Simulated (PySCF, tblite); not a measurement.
# C₂H₁₃O₂PSi₃: geometry, infrared bands and NMR shifts

Wanted: the infrared bands and NMR shifts of C₂H₁₃O₂PSi₃ (`CO[SiH2]P[Si@@H](C)O[SiH3]`), by calculation.

Programs: tblite 0.8.0 and PySCF 2.14.0, with density-fitted response routines of our own. Each step states its level of theory. These are calculated values for one molecule in the gas phase, unless marked as measured. Atoms count from 0, in the outputs and in this text.

**1. Starting geometry**

21 atoms, charge 0, multiplicity 1; geometry from: force field or distance geometry start.

Bonds of the start (Å): C0–O1 1.40, O1–Si2 1.72, Si2–P3 2.20, P3–Si4 2.20, Si4–C5 1.87, Si4–O6 1.71, O6–Si7 1.70, C0–H8 1.11, C0–H9 1.12, C0–H10 1.10, Si2–H11 1.48, Si2–H12 1.46, P3–H13 1.46, Si4–H14 1.46, C5–H15 1.10, C5–H16 1.13, C5–H17 1.10, Si7–H18 1.48, Si7–H19 1.47, Si7–H20 1.46.

**2. Relaxing the molecule with GFN2-xTB**

The job: settings as JSON, then the geometry in Å.

```
{"job": {"kind": "relax", "xc": "GFN2-xTB", "basis": "xTB"}, "charge": 0, "multiplicity": 1}
C      4.443400     0.404400     0.349600
O      3.601600     0.807600    -0.694400
Si     2.300600    -0.289100    -0.935000
P      0.450000     0.869200    -0.649300
Si    -1.232600    -0.337300     0.108800
C     -2.140400     0.736000     1.347200
O     -2.245700    -0.844300    -1.171600
Si    -3.869300    -0.385100    -0.978000
H      4.713400    -0.660700     0.194000
H      3.921300     0.576600     1.321400
H      5.340600     1.042800     0.307500
H      2.366600    -0.673700    -2.363300
H      2.392400    -1.473900    -0.091200
H      0.738400     1.873900     0.371400
H     -0.803100    -1.529200     0.840000
H     -2.676900     1.570700     0.870900
H     -1.379500     1.222800     2.023100
H     -2.771600     0.112800     2.003000
H     -4.295000     0.435400    -2.131000
H     -4.698300    -1.601900    -0.992300
H     -4.164800     0.314700     0.268900
```

Command:

```bash
$ OMP_NUM_THREADS=1 python probes_run.py task.json out
```

One launch serves the whole session: the jobs run in the order shown.

**Question.** This job is followed by: GFN2-xTB harmonic vibrations, gas phase; GIAO PBE0/pcSseg-1 NMR shielding, non-relativistic, gas phase. Predict these results of the whole session: strongest single infrared mode (GFN2-xTB); zero-point energy (GFN2-xTB); ¹³C shifts against TMS (PBE0/pcSseg-1); ¹H shifts against TMS (PBE0/pcSseg-1, means over atoms taken as alike); ¹⁷O shifts against H2O (PBE0/pcSseg-1); ²⁹Si shifts against TMS (PBE0/pcSseg-1); ³¹P shifts against H3PO4 (PBE0/pcSseg-1); surface potential, 1st and 99th percentile.

The runs gave:

| quantity | value |
| --- | --- |
| strongest single infrared mode (GFN2-xTB) | 1074 cm⁻¹, 579 km/mol |
| zero-point energy (GFN2-xTB) | 88.8 kcal/mol |
| ¹³C shifts against TMS (PBE0/pcSseg-1) | 55.2, 5.9 ppm |
| ¹H shifts against TMS (PBE0/pcSseg-1, means over atoms taken as alike) | 5.78, 5.56, 5.25, 4.97, 3.80, 0.51, 0.39 ppm |
| ¹⁷O shifts against H2O (PBE0/pcSseg-1) | 29.1, 0.0 ppm |
| ²⁹Si shifts against TMS (PBE0/pcSseg-1) | 3.4, -7.5, -43.6 ppm |
| ³¹P shifts against H3PO4 (PBE0/pcSseg-1) | -299.6 ppm |
| surface potential, 1st and 99th percentile | -1.18 V and 1.24 V |

**Reading.** Over 227 steps the energy fell by 1.580 eV; of the close pairs, O1–Si2 changed most, 1.718 to 1.619 Å. All 57 modes are real, so the xTB geometry is a minimum. The strongest single mode, at 1074 cm⁻¹, moves mainly O6. Unscaled tight-binding wavenumbers are off by several per cent, some by more. Its intensities can rank the bands wrongly. C0 (methyl carbon bonded to O) lies farthest downfield among carbon, at 55.2 ppm; deshielded by the electronegative neighbour. At PBE0/pcSseg-1: The widest tensor belongs to P3: span 174 ppm, with a paramagnetic part of -356 ppm.
